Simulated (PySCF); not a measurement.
# Nb³⁴⁺: dipole response in even-tempered 19s12p6d5f4g

How polarisable is Nb³⁴⁺ at the levels listed below?

Program: PySCF 2.14.0. Level of theory: unrestricted determinants in a Gaussian basis, no spin-orbit coupling in the energies. These are calculated values, not measurements, unless marked.

## Step 1: The system

| Item | Value |
| --- | --- |
| Element | niobium (Z = 41) |
| Basis | an uncontracted even-tempered set (19 s from 13 bohr⁻², ratio 2.2; 12 p from 16 bohr⁻², ratio 2.2; 6 d from 65 bohr⁻², ratio 2.4; 5 f from 97 bohr⁻², ratio 2.4; 4 g from 150 bohr⁻², ratio 2.4) |
| Hamiltonian | scalar relativity by spin-free X2C-1e |
| State 1 | Nb³⁴⁺: [He] 2s2 2p3, high-spin 4S determinant |
| Methods | UHF, PBE0 |

The outer shells:

Nb34+ [He] 2s2 2p3
```
[He] core
2s [↑↓]
2p [↑ ][↑ ][↑ ]
```

One driver process ran all states and methods and kept the integrals in memory. Each run is shown as a PySCF script that sums up its settings (the driver passes frozen orbitals as a list and adds second-order terms of double hybrids); the logs are those of the runs themselves. The driver starts from symmetry-adapted Hartree-Fock orbitals, holds the occupation by maximum overlap and uses a logarithmic radial grid for functionals, so a plain start would take other cycles.

The integrals over 156 functions and the set-up took 1.2 s of CPU time.

## Step 2: Nb³⁴⁺: the ladder of methods

#### UHF

Input file input.py:

```python
from pyscf import gto, scf, dft, mp, cc
mol = gto.M(atom="Nb 0 0 0", charge=34, spin=3, symmetry="D2h",
            basis=gto.etbs([(0, 19, 13, 2.2), (1, 12, 16, 2.2), (2, 6, 65, 2.4), (3, 5, 97, 2.4), (4, 4, 150, 2.4)]),
            nucmod="G")
mf = scf.UHF(mol).sfx2c1e()
mf.irrep_nelec = {'Ag': (2, 2), 'B1u': (1, 0), 'B2u': (1, 0), 'B3u': (1, 0)}
mf.kernel()
```

Log:

```text
damping factor = 0
level_shift factor = 0
DIIS = <class 'pyscf.scf.diis.CDIIS'>
diis_start_cycle = 1
diis_space = 10
diis_damp = 0
SCF conv_tol = 1e-09
SCF conv_tol_grad = None
number electrons alpha = 5  beta = 2
cycle= 1 E= -2612.53294328091  delta_E= -4.96e-11  |g|= 3.95e-06  |ddm|= 1.44e-06
converged SCF energy = -2612.53294328091  <S^2> = 3.7500858  2S+1 = 4.0000429
```

It used 22 s of CPU time after the integrals (shared host).

The occupied shells:

```
shell  electrons  mean orbital energy (eV)  spread (eV)  rms radius (bohr)
 1s α          1                  -21515.0            0             0.0413
 1s β          1                  -21465.9            0             0.0413
 2s α          1                   -4836.7            0              0.163
 2s β          1                   -4738.9            0              0.163
 2p α          3                   -4601.8            0              0.143
```

⟨S²⟩ = 3.750, ⟨L²⟩ = 0.00.

The driver then solved the coupled dipole response at imaginary frequencies: mean α = 0.001671 bohr³, C₆ = 2.785e-05 au for a like pair.

Spin-orbit coupling is strong in this species (close to jj coupling), so the high-spin LS determinant is a model state, not a physical level.

#### PBE0

input.py differs from the last one in:

```diff
@@ -4,3 +4,3 @@
             nucmod="G")
-mf = scf.UHF(mol).sfx2c1e()
+mf = dft.UKS(mol, xc="PBE0").sfx2c1e()
 mf.irrep_nelec = {'Ag': (2, 2), 'B1u': (1, 0), 'B2u': (1, 0), 'B3u': (1, 0)}
```

Log:

```text
damping factor = 0
level_shift factor = 0
DIIS = <class 'pyscf.scf.diis.CDIIS'>
diis_start_cycle = 1
diis_space = 10
diis_damp = 0
SCF conv_tol = 1e-09
SCF conv_tol_grad = None
number electrons alpha = 5  beta = 2
XC functionals = PBE0
    C. Adamo and V. Barone.,  J. Chem. Phys. 110, 6158 (1999)
    M. Ernzerhof and G. E. Scuseria.,  J. Chem. Phys. 110, 5029 (1999)
cycle= 1 E= -2612.50678422201  delta_E= -0.0028  |g|= 0.00855  |ddm|= 0.00956
cycle= 2 E= -2612.50678439372  delta_E= -1.72e-07  |g|= 0.000117  |ddm|= 9.06e-05
cycle= 3 E= -2612.50678439378  delta_E= -6e-11  |g|= 4.01e-06  |ddm|= 1.42e-06
converged SCF energy = -2612.50678439378  <S^2> = 3.7500417  2S+1 = 4.0000209
```

It used 24 s of CPU time after the integrals (shared host).

The driver then solved the coupled dipole response at imaginary frequencies: mean α = 0.001628 bohr³, C₆ = 2.725e-05 au for a like pair.

Radial density 4πr²ρ of Nb³⁴⁺ at UHF, without picture-change correction:

```csv
r (bohr),density,spin density
0.000495,0.312,0.000
0.000833,0.762,0.000
0.00140,1.83,0.000
0.00236,4.27,0.001
0.00396,9.51,0.004
0.00667,19.5,0.025
0.0112,34.6,0.150
0.0189,48.3,0.802
0.0317,45.8,3.580
0.0534,30.4,11.574
0.0898,33.6,21.635
0.151,29.8,16.056
0.254,5.36,2.529
0.427,0.0660,0.030
```

## Step 3: The response side by side

Nb³⁴⁺, in atomic units:

```csv
method,mean α,C₆ (like pair),S(−4)
UHF,0.001671,2.785e-05,2.112e-05
PBE0,0.001628,2.725e-05,1.978e-05
```

α(iu) at PBE0:

```
u (hartree)  α(iu) (bohr³)
          0       0.001628
       1.00       0.001609
       2.00       0.001554
       4.00       0.001371
       6.00       0.001160
       8.00      0.0009710
       10.0      0.0008197
       15.0      0.0005809
       20.0      0.0004588
       30.0      0.0003482
       50.0      0.0002678
```

## Step 4: Results

| quantity | value |
| --- | --- |
| α of Nb³⁴⁺ | 0.001628 (PBE0) to 0.001671 (UHF) bohr³ |

What this shows: A single London oscillator with the computed α and C₆ of Nb³⁴⁺ at UHF would have ω = 4 C₆ / (3 α²) = 13.3 hartree. All values hold for this basis alone; no basis-set limit was taken.
